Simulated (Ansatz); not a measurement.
Write a Python script for Ansatz's Python interface that makes the levels without and with spin-orbit coupling of TaCuN₂, space group R-3m. Settings (first run): PBEsol, PAW, cutoff 450 eV, 6×6×6 k-points, Gaussian smearing of 0.1 eV.

```xyz
4
Lattice="1.5680 0.9053 5.8127 -1.5680 0.9053 5.8127 0.0000 -1.8106 5.8127" Properties=species:S:1:pos:R:3 pbc="T T T"
Ta    0.0000    0.0000    8.7190
Cu    0.0000    0.0000    0.0000
N     0.0000    0.0000    2.0751
N     0.0000    0.0000   15.3629
```

`tacun2.py`:
```python
# -*- coding: utf-8 -*-
"""What spin-orbit coupling does to the bands of TaCuN2."""

import ansatz


def main():
    xtal = (
        ansatz.Lattice.from_parameters(3.136, 3.136, 17.438, alpha=90, beta=90, gamma=120)
        .space_group(166)
        .atom("Ta", (2 / 3, 1 / 3, 5 / 6))
        .atom("Cu", (0.0, 0.0, 0.0))
        .atom("N", (1 / 3, 2 / 3, 0.785667))
        .primitive()
    )

    setup = (
        xtal.calculation()
        .functional(ansatz.Functional.PBESOL)
        .basis(450)
        .kpoints(6, 6, 6)
        .occupations("Gaussian")
        .band_table()
    )
    for label, variant in (("scalar-relativistic", setup), ("spin-orbit", setup.spin(soc=True))):
        data = variant.run(threads=1, backend="cpu").report
        zero = data["band_edges_ev"][0] if data.get("band_edges_ev") else data["fermi_energy_ev"]
        near = [round(e - zero, 3) for e in data["eigenvalues_ev"][0] if abs(e - zero) < 3]
        print(label)
        print("  band edges (eV):", [round(e, 3) for e in data.get("band_edges_ev") or []] or "none reported")
        print("  levels at k =", data["kpoints_frac"][0], "within 3 eV of the zero:", near)


if __name__ == "__main__":
    main()
```

```console
$ python tacun2.py
scalar-relativistic
  band edges (eV): [12.703, 13.601]
  levels at k = [0.0, 0.0, 0.0] within 3 eV of the zero: [-2.462, -1.9, -1.9, -1.665, -1.665, -0.453, -0.453, 1.361, 1.627, 1.627]
spin-orbit
  band edges (eV): [12.802, 13.604]
  levels at k = [0.0, 0.0, 0.0] within 3 eV of the zero: [-2.565, -2.565, -2.141, -2.141, -1.894, -1.894, -1.814, -1.814, -1.685, -1.685, -0.68, -0.68, -0.45, -0.45, 1.187, 1.187, 1.553, 1.553, 1.604, 1.604]
```

The computed bands are complete only to about 4.5 eV above the Fermi level. The starting cell is as deposited in a crystallographic database; the results hold for this polymorph, which needn't be the stable one. Gaps and levels are Kohn-Sham values on a finite set of k-points. With spin-orbit coupling each level holds one electron and, with inversion or at time-reversal points, comes in pairs; a window in energy can cut a split set. Hardware and time: 17 s on 1 thread of Arm Neoverse V2, on a shared host, peak memory 0.62 GiB.
